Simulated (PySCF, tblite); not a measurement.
# C4H7FO3Si: geometry, infrared bands and NMR shifts

Aim: predict the infrared bands and NMR shifts of C4H7FO3Si (`C[C@@H](F)[Si@H](C=O)OC=O`).

The runs use tblite 0.8.0 and PySCF 2.14.0, with density-fitted response routines of our own; the level of theory stands in each step. All values are computed, except where a source is named. Atoms are numbered from 0 throughout.

## (1) Starting geometry

16 atoms, charge 0, multiplicity 1; geometry from: force field or distance geometry start.

Bonds of the start (Å): C0–C1 1.49, C1–F2 1.39, C1–Si3 1.89, Si3–C4 1.79, C4–O5 1.21, Si3–O6 1.69, O6–C7 1.36, C7–O8 1.23, C0–H9 1.13, C0–H10 1.13, C0–H11 1.12, C1–H12 1.10, Si3–H13 1.49, C4–H14 1.11, C7–H15 1.08.

## (2) Geometry optimisation with GFN2-xTB

The job: settings as JSON, then the geometry in Å.

```
{"job": {"kind": "relax", "xc": "GFN2-xTB", "basis": "xTB"}, "charge": 0, "multiplicity": 1}
C     -2.375100    -0.511700     0.241200
C     -1.043800    -0.503700    -0.421000
F     -1.089300     0.341000    -1.518200
Si     0.318300     0.173400     0.707700
C      0.676300     1.839100     0.166800
O      1.764800     2.278200    -0.110500
O      1.553400    -0.979700     0.755200
C      2.871300    -0.891200     0.425700
O      3.342300     0.159900     0.000400
H     -3.110900    -0.148200    -0.539700
H     -2.473400     0.252500     1.068000
H     -2.706300    -1.523200     0.586500
H     -0.790700    -1.527400    -0.751000
H     -0.292200     0.242700     2.069100
H     -0.167700     2.557200     0.047100
H      3.515400    -1.750100     0.528700
```

Command:

```bash
> OMP_NUM_THREADS=1 python probes_run.py task.json out
```

This one command runs all jobs of the session in turn.

**Question.** This job is followed by: GFN2-xTB harmonic vibrations, gas phase; GIAO PBE0/pcSseg-1 NMR shielding, non-relativistic, gas phase. What will the session give for the following? strongest single infrared mode (GFN2-xTB); zero-point energy (GFN2-xTB); 13C shifts against TMS (PBE0/pcSseg-1); 1H shifts against TMS (PBE0/pcSseg-1, means over atoms taken as alike); 19F shifts against CFCl3 (PBE0/pcSseg-1); 29Si shifts against TMS (PBE0/pcSseg-1); 17O shifts against H2O (PBE0/pcSseg-1).

The runs gave:

| quantity | value |
| --- | --- |
| strongest single infrared mode (GFN2-xTB) | 1173 cm⁻¹, 485 km/mol |
| zero-point energy (GFN2-xTB) | 66.4 kcal/mol |
| 13C shifts against TMS (PBE0/pcSseg-1) | 244.7, 166.7, 89.0, 17.4 ppm |
| 1H shifts against TMS (PBE0/pcSseg-1, means over atoms taken as alike) | 12.16, 8.42, 5.20, 4.83, 1.50 ppm |
| 19F shifts against CFCl3 (PBE0/pcSseg-1) | -246.7 ppm |
| 29Si shifts against TMS (PBE0/pcSseg-1) | -46.0 ppm |
| 17O shifts against H2O (PBE0/pcSseg-1) | 940.3, 465.1, 203.1 ppm |

**Reading.** Relaxing lowered the energy by 1.018 eV in 235 steps; the close pair that moved most is Si3–C4, from 1.788 to 1.926 Å. All 42 modes are real, so the xTB geometry is a minimum. The strongest single mode, at 1173 cm⁻¹, moves mainly O6 and C7. GFN2-xTB is a fitted tight-binding method: band positions and strengths are rough. Its intensities can rank the bands wrongly. At PBE0/pcSseg-1: The largest span, 2092 ppm, is at O5, where the paramagnetic term is -1004 ppm.
